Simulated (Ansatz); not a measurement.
# Li2Pd: relaxed, then solved by several methods, part 2 of 2

What cell, bands and charges does Li2Pd (fluorite type) have, and do the methods agree? The runs shown use PAW and LAPW. Its runs: cell and atoms relaxed (PAW and LAPW); the reference run (LAPW and PAW).

Ansatz 0.2.0; DFT LDA; a cell built from a prototype (fluorite type), not taken from measurement.

### Step 3. The relaxed cell, LAPW

Input file input.yaml:

```yaml
crystal:
  lattice:
    - [0.0, 2.8982957484, 2.8982957484]
    - [2.8982957484, 0.0, 2.8982957484]
    - [2.8982957484, 2.8982957484, 0.0]
  atoms:
    - { symbol: Pd, position: [0.0, 0.0, 0.0] }
    - { symbol: Li, position: [0.25, 0.25, 0.25] }
    - { symbol: Li, position: [0.75, 0.75, 0.75] }
kpoints:
  mp_grid: { grid: [11, 11, 11] }
  band_path:
    path:
      - [0.0, 0.0, 0.0]
      - [0.5, 0.0, 0.5]
      - [0.625, 0.25, 0.625]
      - [0.375, 0.375, 0.75]
      - [0.0, 0.0, 0.0]
      - [0.5, 0.5, 0.5]
      - [0.5, 0.25, 0.75]
      - [0.5, 0.0, 0.5]
    npoints: 14
scf:
  occupations: { method: fermi_dirac, width: 0.05 }
hamiltonian:
  xc: lda
  pseudopotentials: { kind: all_electron, lapw: { basis_error: 0.0005 } }
output:
  forces: true
  stress: true
  eigenvalues: true
  populations: true
  dos: { projected: true, de: 0.2, e_range: [-14, 8] }
```

Started as:

```console
$ ansatz run input.yaml --threads 1 --pin off --max-ram 3072MiB --backend cpu --events-out ev --progress --plain --runs-dir out
```

Log:

```text
Pd: projections on atomic orbitals take those of the free atom 1s2 2s2 2p6 3s2 3p6 3d10 4s2 4p6 4d10, of charge +0.00 (hamiltonian.pseudopotentials.projection_atoms)
Li: projections on atomic orbitals take those of the free atom 1s2 2s1, of charge +0.00 (hamiltonian.pseudopotentials.projection_atoms)
LAPW: plane waves up to 7.842 Å⁻¹, error target 5.0e-4 eV per atom; small_component_spin mean_spin; Li in spheres of 1.006 Å, 3 of its electrons in bands, Dirac shells []; Pd in spheres of 1.504 Å, 18 of its electrons in bands, Dirac shells []
Engine: ansatz 0.2.0
Pseudopotentials: kind: all_electron
Pseudopotential: Pd, LAPW, valence charge 18, Koelling and Harmon's equation, gaussian nucleus
Pseudopotential: Li, LAPW, valence charge 3, Koelling and Harmon's equation, gaussian nucleus
Functional definition: SPW92
  exchange = slater_x
  correlation = pw_c
Crystal: 3 atoms, lattice volume = 48.692 Å³
Basis set: ecut = 234.32651857279325 eV, 411 PW (Γ), exchange–correlation at level 2
Bands: 16, of which v1, the nominal top of the filled ones, is band 12 counted from 1 (11 counted from 0)
Symmetry: 48 space group operations
Space group: Fm-3m (ITA 225), of the structure as read, at distance tolerance 3.7e-5 Å
k-points: 56 of 1331
Non-local potential: Pd, projectors of the file, none
Non-local potential: Li, projectors of the file, none
Initial density: superposition of atomic densities (chi_scale 0.1, normalization cell, long waves kept (reshape's long-wave potential 0.00 eV rms))
Initial wavefunctions: plane waves of lowest kinetic energy (no species holds an atomic orbital)
Functional: x = slater, c = lda
iter 1 solved again at ethr=4.91e-3 eV; its pass at ethr=1.00e-1 eV (dr2=1.18e0 eV) is discarded
SCF iter   1: F=—  HF=-137583.459712 eV  |F-HF|=—  |Δ(HF+E_count)|=         —  Δρ=3.89e-2  dr2=1.18e0  ethr=4.91e-3  ⟨swp⟩=2.0  Hψ=5854  notcnv=0
preconditioner: auto → Kerker (q_TF=auto, 2.425 Å⁻¹)  [metal: Δε(μ)=0.086 eV  Ē_g=5.508 eV  σ=0.050 eV  W_gap=0.40  n_scr=14 (ndim 8)  ℏωp=18.4 eV  f_vac=0.000  D(μ)=0.91/eV (n_scr^D=0)]
SCF iter   2: F=—  HF=-137584.338620 eV  |F-HF|=—  |Δ(HF+E_count)|=   8.79e-1  Δρ=3.15e-2  dr2=8.37e-1  ethr=4.91e-3  ⟨swp⟩=3.0  Hψ=3133  notcnv=0
preconditioner: auto → none  [insulator: Δε(μ)=0.423 eV  Ē_g=8.299 eV  σ=0.050 eV  W_gap=0.97  n_scr=14 (ndim 8)  ℏωp=18.4 eV  f_vac=0.000  D(μ)=0.03/eV (n_scr^D=0)  ε∞_Penn≈5.9]
iter 3 solved again at ethr=3.29e-4 eV; its pass at ethr=3.49e-3 eV (dr2=7.89e-2 eV) is discarded
SCF iter   3: F=—  HF=-137582.053379 eV  |F-HF|=—  |Δ(HF+E_count)|=    2.29e0  Δρ=9.07e-3  dr2=7.87e-2  ethr=3.29e-4  ⟨swp⟩=2.0  Hψ=4635  notcnv=0
SCF iter   4: F=—  HF=-137581.978820 eV  |F-HF|=—  |Δ(HF+E_count)|=   7.46e-2  Δρ=2.22e-3  dr2=3.68e-3  ethr=3.28e-4  ⟨swp⟩=2.1  Hψ=2684  notcnv=0
SCF iter   5: F=—  HF=-137581.978152 eV  |F-HF|=—  |Δ(HF+E_count)|=   6.68e-4  Δρ=1.06e-4  dr2=1.18e-5  ethr=1.53e-5  ⟨swp⟩=2.0  Hψ=2457  notcnv=0
SCF iter   6: F=—  HF=-137581.978145 eV  |F-HF|=—  |Δ(HF+E_count)|=   7.09e-6  Δρ=2.26e-5  dr2=2.41e-7  ethr=4.92e-8  ⟨swp⟩=3.0  Hψ=2633  notcnv=0
SCF iter   7: F=—  HF=-137581.978145 eV  |F-HF|=—  |Δ(HF+E_count)|=   1.78e-7  Δρ=9.74e-6  dr2=7.12e-8  ethr=1.00e-9  ⟨swp⟩=2.6  Hψ=2496  notcnv=0
SCF iter   8: F=-137581.978145 eV  HF=-137581.978145 eV  |F-HF|=2.21e-8  |Δ(HF+E_count)|=   6.39e-8  Δρ=2.87e-6  dr2=7.14e-9  ethr=2.97e-10  ⟨swp⟩=2.0  Hψ=2456  notcnv=0
SCF 1 converged in 8 iterations: F = -137581.978145 eV  dr2 = 7.14e-9
NSCF: frozen V_eff on 99 k-points
SCF converged after 8 iterations
Free energy (F): -137581.978145 eV
Harris-Foulkes:  -137581.978145 eV  (|F-HF|=2.21e-8)
Internal energy: -137581.974576 eV  (E = F + TS)
E sigma→0 (E₀):  -137581.976360 eV
Entropy (-TS):   -0.003568 eV (-1.189 meV/atom)
Fermi energy:    6.346596 eV
--- Per-component energies (eV) ---
  E_band       = -503.893880
  E_kinetic    = 143520.949785
  E_xc         = -3888.942740
  E_electrostatic = -277213.981621  (all electrons and nuclei)
  E_smearing   = -0.003568  (= −TS)
  E_closure    = 0.000000  (closes the sum)
  E_atoms      = -137572.700829  (free atoms, spherical and without spin; not in F)
  Σ components = -137581.978145   (vs F -137581.978145, Δ=0.00e0)
  Basis errors (estimates in eV, not in F): energy 1.8e-4 per atom: plane waves 1.7e-4 (9.7e-5 summed), levels above the bands 4.7e-77, relativity 1.8e-9, radial functions 4.3e-6, core shells 4.7e-7; eigenvalues (radial functions only) 1.2e-6; not estimated: angular momenta, meshes, grids; target (lapw.basis_error) 5.0e-4; muffin-tin radii Li 1.006 Å, Pd 1.504 Å
--- Forces (eV/Å), atoms counted from 1 ---
  atom   1  Pd     0.00000000    -0.00000000    -0.00000000
  atom   2  Li     0.00000000     0.00000000     0.00000000
  atom   3  Li     0.00000000     0.00000000    -0.00000000
  max |Σ_I F_I| component: 2.31e-18 eV/Å
--- Stress (GPa, compression-positive) ---
        0.015931      -0.000000       0.000000
       -0.000000       0.015931       0.000000
        0.000000       0.000000       0.015931
  P = ⅓ Tr σ = 0.0159 GPa (0.159 kbar)
--- Band table (eV; the first three rows and the last of 56) ---
  k-point 0: bands = ["-76.5973", "-42.4397", "-42.4397", "-42.4397", "-37.8177", "-37.7779", "2.4877", "4.1407", "4.1407", "4.1407", "4.8693", "4.8693", "14.8061", "14.8061", "14.8061", "15.0069"]
  k-point 1: bands = ["-76.5973", "-42.4401", "-42.4398", "-42.4398", "-37.8166", "-37.7787", "2.5791", "4.1558", "4.1684", "4.1684", "4.8606", "4.8606", "12.9890", "14.0569", "14.0569", "15.8320"]
  k-point 2: bands = ["-76.5972", "-42.4412", "-42.4399", "-42.4399", "-37.8134", "-37.7809", "2.8476", "4.2054", "4.2350", "4.2350", "4.8494", "4.8494", "11.0820", "13.3151", "13.3151", "15.9553"]
  k-point 55: bands = ["-76.5971", "-42.4436", "-42.4430", "-42.4409", "-37.7952", "-37.7945", "4.0712", "4.4671", "4.5769", "4.7441", "4.9152", "6.1710", "8.0577", "8.3484", "9.0139", "16.0659"]
--- Löwdin populations: 3 sites ---
  site symbol       q [e]
     0     Pd     45.8049
     1     Li      2.8420
     2     Li      2.8420
  spilling = 0.009830 (of n_electrons = 52.000000)
```

It took 16 s on 1 thread of Arm Neoverse V2, shared host; peak memory 0.35 GiB.

Result: pressure 0.02 GPa; no gap.

Levels at the path's labelled points, in eV from the Fermi level:

```tsv
point	band 9	band 10	band 11	band 12	band 13	band 14	band 15
Γ	-2.21	-2.21	-1.48	-1.48	8.46	8.46	8.46
X	-1.41	-1.41	-1.24	0.19	1.31	2.58	2.58
U	-1.59	-1.51	-1.44	-0.24	1.53	1.82	3.40
K	-1.59	-1.51	-1.44	-0.24	1.53	1.82	3.40
Γ	-2.21	-2.21	-1.48	-1.48	8.46	8.46	8.46
L	-2.03	-1.33	-1.33	-0.49	-0.48	5.52	5.52
W	-1.81	-1.65	-1.41	-0.11	2.04	2.04	2.12
X	-1.41	-1.41	-1.24	0.19	1.31	2.58	2.58
```

States per cell, counted by energy window (eV from the Fermi level, on a grid of 0.20 eV):

```tsv
from	to	total	Pd 4d	Li 2s
-4	-3	0.21	0.01	0.19
-3	-2	2.15	1.41	0.60
-2	-1	8.37	7.96	0.31
-1	0	1.23	0.42	0.50
0	1	0.36	0.04	0.24
1	2	0.96	0.05	0.55
2	3	1.05	0.03	0.42
3	4	1.29	0.02	0.28
4	5	1.10	0.01	0.13
```

### Step 4. The relaxed cell, PAW

Input file input.yaml:

```yaml
crystal:
  lattice:
    - [0.0, 2.8982957484, 2.8982957484]
    - [2.8982957484, 0.0, 2.8982957484]
    - [2.8982957484, 2.8982957484, 0.0]
  atoms:
    - { symbol: Pd, position: [0.0, 0.0, 0.0] }
    - { symbol: Li, position: [0.25, 0.25, 0.25] }
    - { symbol: Li, position: [0.75, 0.75, 0.75] }
kpoints:
  mp_grid: { grid: [11, 11, 11] }
scf:
  occupations: { method: fermi_dirac, width: 0.05 }
hamiltonian:
  xc: lda
  pseudopotentials: { kind: paw }
output:
  forces: true
  stress: true
  eigenvalues: true
  efg: { contact_densities: true }
  populations: true
  bader: true
  dos: { projected: true, de: 0.2, e_range: [-14, 8] }
  write_density: true
  write_potential: true
  elf: true
  volumetric_format: npy
```

Started as:

```console
$ ansatz run input.yaml --threads 1 --pin off --max-ram 3072MiB --backend cpu --events-out ev --progress --plain --runs-dir out
```

Log (excerpt; [...] marks lines left out):

```text
Pd: output.efg is read without spin–orbit coupling, which moves field gradients at and beside such atoms by some per cent and up to a factor of two; PAW files take it under magnetization.noncollinear and magnetization.spin_orbit
[...]
[... 4 set-up lines as earlier in the session ...]
[...]
Crystal: 3 atoms, lattice volume = 48.692 Å³
Basis set: ecut = 420 eV, 941 PW (Γ)
Bands: 16, of which v1, the nominal top of the filled ones, is band 12 counted from 1 (11 counted from 0)
[... 2 set-up lines as earlier in the session ...]
k-points: 56 of 1331
[...]
            electrostatic potential = -7241.696011 V   contact ρ = 862139.744807 e/Å³
  atom   2  Li V_zz =    +0.000000   η = 0.0000   by run symmetry: forbidden
            electrostatic potential = -167.138336 V   contact ρ = 91.616642 e/Å³
  atom   3  Li V_zz =    +0.000000   η = 0.0000   by run symmetry: forbidden
            electrostatic potential = -167.138336 V   contact ρ = 91.616642 e/Å³
--- Band table (eV; the first three rows and the last of 56) ---
  k-point 0: bands = ["-77.0514", "-42.8814", "-42.8814", "-42.8814", "-38.2129", "-38.1729", "2.0654", "3.7201", "3.7201", "3.7201", "4.4482", "4.4482", "14.3829", "14.3829", "14.3829", "14.5808"]
[...]
--- Löwdin populations: 3 sites ---
  site symbol       q [e]
     0     Pd     17.8026
     1     Li      2.8420
     2     Li      2.8420
  spilling = 0.021391 (of n_electrons = 24.000000)
--- Bader charges: 3 sites ---
  site symbol  charge [e]  shift [e]
     0     Pd     -1.6228     0.0021
     1     Li      0.8114     0.0011
     2     Li      0.8114     0.0011
  estimated error of the sums over rays = 1.7e-4 e
```

It took 15 s on 1 thread of Arm Neoverse V2, shared host; peak memory 0.35 GiB.

This run gives: pressure 0.00 GPa; no gap.

States per cell, counted by energy window (eV from the Fermi level, on a grid of 0.20 eV):

```tsv
from	to	total	Pd 4d	Li 2s
-4	-3	0.21	0.01	0.18
-3	-2	2.14	1.40	0.60
-2	-1	8.37	7.96	0.31
-1	0	1.23	0.42	0.50
0	1	0.36	0.04	0.24
1	2	0.96	0.05	0.52
2	3	1.05	0.02	0.36
3	4	1.29	0.02	0.23
4	5	1.10	0.01	0.10
```

The fields are shown in the conventional cell of this run's space group, carried over from its grid by interpolation.

Density in a lattice plane of the grid's cell (edges 5.80 and 5.80 Å, at 0.250 of the third edge), which holds Li.

Values in e/Å³, 12 rows by 12 columns:
```
0.12 0.11 0.08 0.08 0.08 0.11 0.12 0.11 0.08 0.08 0.08 0.11
0.09 0.08 0.14 1.02 0.13 0.08 0.09 0.08 0.14 1.01 0.13 0.08
0.08 0.08 1.01 7.52 1.02 0.08 0.08 0.08 1.02 7.52 1.01 0.08
0.09 0.08 0.13 1.01 0.14 0.08 0.09 0.08 0.13 1.02 0.14 0.08
0.12 0.11 0.08 0.08 0.08 0.11 0.12 0.11 0.08 0.08 0.08 0.11
0.15 0.12 0.09 0.08 0.09 0.12 0.15 0.12 0.09 0.08 0.09 0.12
0.12 0.11 0.08 0.08 0.08 0.11 0.12 0.11 0.08 0.08 0.08 0.11
0.09 0.08 0.14 1.01 0.13 0.08 0.09 0.08 0.14 1.02 0.13 0.08
0.08 0.08 1.02 7.52 1.01 0.08 0.08 0.08 1.01 7.52 1.02 0.08
0.09 0.08 0.13 1.02 0.14 0.08 0.09 0.08 0.13 1.01 0.14 0.08
0.12 0.11 0.08 0.08 0.08 0.11 0.12 0.11 0.08 0.08 0.08 0.11
0.15 0.12 0.09 0.08 0.09 0.12 0.15 0.12 0.09 0.08 0.09 0.12
```
Columns run along the first of these edges and rows up along the second, over one cell in 12 and 12 even steps from the bottom left corner. Atoms in the plane (fractional): Li at (0.25, 0.25), Li at (0.75, 0.75), Li at (0.25, 0.75), Li at (0.75, 0.25).

ELF in the same plane.

Values, 12 rows by 12 columns:
```
0.28 0.28 0.15 0.07 0.15 0.28 0.28 0.28 0.15 0.07 0.15 0.28
0.27 0.15 0.04 0.47 0.03 0.15 0.27 0.15 0.04 0.47 0.02 0.15
0.23 0.07 0.47 0.98 0.47 0.07 0.23 0.07 0.47 0.98 0.47 0.07
0.27 0.15 0.02 0.47 0.04 0.15 0.27 0.15 0.03 0.47 0.04 0.15
0.28 0.28 0.15 0.07 0.15 0.28 0.28 0.28 0.15 0.07 0.15 0.28
0.27 0.28 0.27 0.23 0.27 0.28 0.27 0.28 0.27 0.23 0.27 0.28
0.28 0.28 0.15 0.07 0.15 0.28 0.28 0.28 0.15 0.07 0.15 0.28
0.27 0.15 0.04 0.47 0.02 0.15 0.27 0.15 0.04 0.47 0.03 0.15
0.23 0.07 0.47 0.98 0.47 0.07 0.23 0.07 0.47 0.98 0.47 0.07
0.27 0.15 0.03 0.47 0.04 0.15 0.27 0.15 0.02 0.47 0.04 0.15
0.28 0.28 0.15 0.07 0.15 0.28 0.28 0.28 0.15 0.07 0.15 0.28
0.27 0.28 0.27 0.23 0.27 0.28 0.27 0.28 0.27 0.23 0.27 0.28
```
Columns run along the first of these edges and rows up along the second, over one cell in 12 and 12 even steps from the bottom left corner. Atoms in the plane (fractional): Li at (0.25, 0.25), Li at (0.75, 0.75), Li at (0.25, 0.75), Li at (0.75, 0.25).

Both are smooth fields of the valence electrons: close to the nuclei they are not physical.

### Step 5. Cell and atoms relaxed, LAPW

Edit input.yaml of step 4 so:

```diff
@@ -15,3 +15,3 @@
   xc: lda
-  pseudopotentials: { kind: paw }
+  pseudopotentials: { kind: all_electron, lapw: { basis_error: 0.0005 } }
 output:
@@ -20,9 +20,5 @@
   eigenvalues: true
-  efg: { contact_densities: true }
-  populations: true
-  bader: true
-  dos: { projected: true, de: 0.2, e_range: [-14, 8] }
-  write_density: true
-  write_potential: true
-  elf: true
-  volumetric_format: npy
+relax:
+  f_tol: 0.005
+  max_steps: 12
+  cell: {}
```

Started as:

```console
$ ansatz run input.yaml --threads 1 --pin off --max-ram 3072MiB --backend cpu --events-out ev --progress --plain --runs-dir out
```

Log (excerpt; [...] marks lines left out):

```text
[...]
LAPW: plane waves up to 8.120 Å⁻¹, error target 5.0e-4 eV per atom; small_component_spin mean_spin; Li in spheres of 0.977 Å, 3 of its electrons in bands, Dirac shells []; Pd in spheres of 1.458 Å, 28 of its electrons in bands, Dirac shells []
[...]
[... 1 set-up line as earlier in the session ...]
Pseudopotential: Pd, LAPW, valence charge 28, Koelling and Harmon's equation, gaussian nucleus
[... 2 set-up lines as earlier in the session ...]
[...]
Crystal: 3 atoms, lattice volume = 48.692 Å³
Basis set: ecut = 251.21362124040436 eV, 459 PW (Γ), exchange–correlation at level 2
Bands: 21, of which v1, the nominal top of the filled ones, is band 17 counted from 1 (16 counted from 0)
[... 2 set-up lines as earlier in the session ...]
k-points: 56 of 1331
[...]
  atom   1  Pd     0.00000000    -0.00000000     0.00000000
  atom   2  Li     0.00000000     0.00000000     0.00000000
  atom   3  Li    -0.00000000     0.00000000    -0.00000000
[...]
--- Stress (GPa, compression-positive) ---
        0.015935      -0.000000       0.000000
       -0.000000       0.015935       0.000000
        0.000000       0.000000       0.015935
  P = ⅓ Tr σ = 0.0159 GPa (0.159 kbar)
--- Band table (eV; the first three rows and the last of 56) ---
[... band rows left out ...]
[...]
--- Relaxed structure (1 steps of the walk, 1 accepted, 1 SCFs on fresh bases) ---
  F+E_penalty+E_count = -137581.97811849 eV   max|allowed force component| = 3.084e-18 eV/Å   (the final SCF, on the basis selected at the relaxed cell)
  cell:  # Å, volume = 48.6921 Å³
    - [0.0, 2.8982957484, 2.8982957484]
    - [2.8982957484, 0.0, 2.8982957484]
    - [2.8982957484, 2.8982957484, 0.0]
  atoms:
    - { symbol: Pd, position: [0.0, 0.0, 0.0] }
    - { symbol: Li, position: [0.25, 0.25, 0.25] }
    - { symbol: Li, position: [0.7500000000000001, 0.7500000000000001, 0.7500000000000001] }
```

It took 17 s on 1 thread of Arm Neoverse V2, shared host; peak memory 0.37 GiB.

The steps of the relaxation:

```tsv
step	energy from step 1 (eV/cell)	largest force component (eV/Å)	pressure (GPa)	volume (Å³)
1	0.0000	0.0000	0.02	48.69
2	0.0000	0.0000	0.02	48.69
```

Step 1 is the start. Step 2 repeats the geometry before on a plane-wave basis chosen anew for that cell, so the energy can jump there without any move; the table keeps such jumps.

| input's cell | before | after | change |
| --- | --- | --- | --- |
| a (Å) | 4.099 | 4.099 | +0.0 % |
| b (Å) | 4.099 | 4.099 | +0.0 % |
| c (Å) | 4.099 | 4.099 | +0.0 % |
| volume (Å³/atom) | 16.23 | 16.23 | +0.0 % |

Read from it: pressure 0.02 GPa; no gap.

### Step 6. The series in one table

| run | pressure (GPa) | SCF cycles, all passes |
| --- | --- | --- |
| Relaxed cell, LAPW | 0.02 | 8 |
| Relaxed cell, PAW | 0.00 | 6 |

### Step 7. Outcome

What follows sums up all 2 parts.

```
              quantity                   value
 volume, relaxed (PAW)   16.231 Å³/atom, Fm-3m
volume, relaxed (LAPW)   16.231 Å³/atom, Fm-3m
            gap (LAPW)                    none
   Bader charges (PAW)  Pd1 -1.62, Li2 +0.81 e
```

What this shows: Relaxing changes the volume by -6.1 %, to 16.23 Å³/atom; LAPW takes no step, as its stress at PAW's cell is inside the tolerance. Bands cross the Fermi level: the crystal is a metal at this level. Li 2s carries the largest share, 70 %, of the projected states within 0.3 eV of the Fermi level. The projection holds only the free atom's occupied shells (Pd 4d, Li 2s in this range). The rest lies in shells not listed and outside the spheres or projectors. PAW lies -0.01 GPa from LAPW in pressure.
